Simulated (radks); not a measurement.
**Numerical settings for La**

How sensitive is the result for neutral lanthanum to mesh, mixing and thresholds? A default run comes first. The defaults are a mesh step of 0.008 in ln r, a mesh end at 40 bohr or more, Anderson mixing 0.5 over 9 steps and a tight residual threshold, with the energy settled to 1e-9 hartree as well; every run has a cap on iterations.

Method: Dirac Kohn-Sham, PBE, spin-unpolarised, spherical densities, finite nucleus; open shells are shared between the two j in proportion to 2j + 1. Code: radks (a radial shooting solver on a logarithmic mesh, Libxc functionals) version 1.

**1. The system**

* element: lanthanum (Z = 57)
* charge: 0
* electrons: 57
* configuration: [Xe] 5d1 6s2
* nuclear rms radius: 4.855 fm

Outer shells as boxes (Hund's rule):

La
```
[Xe] core
5d [↑ ][  ][  ][  ][  ]
6s [↑↓]
```

**2. Default settings**

Input:

```text
Z 57
configuration [Xe] 5d1 6s2
relativity Dirac
functional pbe,pbe
spin unpolarised
j_filling average
nucleus finite rms 4.855 fm
c 137.035999084
max_iterations 62
```

Run with:

```sh
$ python run_ks.py task.json out
```

All runs below come from this command, one after another.

**3. Mesh step in ln r 0.03**

Changes since step 2:

```diff
@@ -8,2 +8,3 @@
 c 137.035999084
+mesh_step 0.03
 max_iterations 62
```

**4. Mesh step in ln r 0.2**

Changes since step 3:

```diff
@@ -8,3 +8,3 @@
 c 137.035999084
-mesh_step 0.03
+mesh_step 0.2
 max_iterations 62
```

**5. Mesh step in ln r 0.08**

Changes since step 4:

```diff
@@ -8,3 +8,3 @@
 c 137.035999084
-mesh_step 0.2
+mesh_step 0.08
 max_iterations 62
```

**6. Mesh end (bohr) 12**

Changes since step 5:

```diff
@@ -8,3 +8,3 @@
 c 137.035999084
-mesh_step 0.08
+mesh_end 12
 max_iterations 62
```

**7. Mesh end (bohr) 2**

Changes since step 6:

```diff
@@ -8,3 +8,3 @@
 c 137.035999084
-mesh_end 12
+mesh_end 2
 max_iterations 62
```

**8. Residual threshold 1e-05**

Changes since step 7:

```diff
@@ -8,3 +8,3 @@
 c 137.035999084
-mesh_end 2
+threshold 1e-05
 max_iterations 62
```

**9. Residual threshold 1e-16**

Changes since step 8:

```diff
@@ -8,3 +8,3 @@
 c 137.035999084
-threshold 1e-05
+threshold 1e-16
 max_iterations 62
```

**10. Mixing 0.2**

Changes since step 9:

```diff
@@ -8,3 +8,3 @@
 c 137.035999084
-threshold 1e-16
+mixing 0.2
 max_iterations 62
```

**11. Mixing history 1, mixing 1**

Changes since step 10:

```diff
@@ -8,3 +8,4 @@
 c 137.035999084
-mixing 0.2
+history 1
+mixing 1
 max_iterations 62
```

**12. Mixing history 1, mixing 0.5**

Changes since step 11:

```diff
@@ -9,3 +9,3 @@
 history 1
-mixing 1
+mixing 0.5
 max_iterations 62
```

**13. Mixing history 3**

Changes since step 12:

```diff
@@ -8,4 +8,3 @@
 c 137.035999084
-history 1
-mixing 0.5
+history 3
 max_iterations 62
```

**14. Iteration cap 5**

Changes since step 13:

```diff
@@ -8,3 +8,2 @@
 c 137.035999084
-history 3
-max_iterations 62
+max_iterations 5
```

What does the calculation give? Wanted: for each run, setting; iterations; converged; change of E.

As calculated:

| setting | mesh points | iterations | converged | change of E (mhartree) | time |
| --- | --- | --- | --- | --- | --- |
| Default settings | 2440 | 13 | yes | 0 | - |
| mesh step in ln r 0.03 | 651 | 13 | yes | +0.008895 | 0.04 s |
| mesh step in ln r 0.2 | 98 | 4 | no | - | 0.01 s |
| mesh step in ln r 0.08 | 244 | 4 | no | - | 0.04 s |
| mesh end (bohr) 12 | 2038 | 13 | yes | +0.596 | 0.12 s |
| mesh end (bohr) 2 | 1814 | 13 | no | - | 0.1 s |
| residual threshold 1e-05 | 2440 | 9 | yes | 0 | 0.1 s |
| residual threshold 1e-16 | 2440 | 62 | no | - | 0.3 s |
| mixing 0.2 | 2440 | 17 | yes | 0 | 0.16 s |
| mixing history 1, mixing 1 | 2440 | 62 | no | - | 0.72 s |
| mixing history 1, mixing 0.5 | 2440 | 30 | yes | 0 | 0.23 s |
| mixing history 3 | 2440 | 16 | yes | 0 | 0.14 s |
| iteration cap 5 | 2440 | 5 | no | - | 0.06 s |

What this shows: A zero stands for a change under the printed digits. No run that converges misses the default energy by more than 1 mhartree. Not converged or rejected: mesh step in ln r 0.2; mesh step in ln r 0.08; mesh end (bohr) 2; residual threshold 1e-16; mixing history 1, mixing 1; iteration cap 5. A mesh that ends early acts as a hard wall.
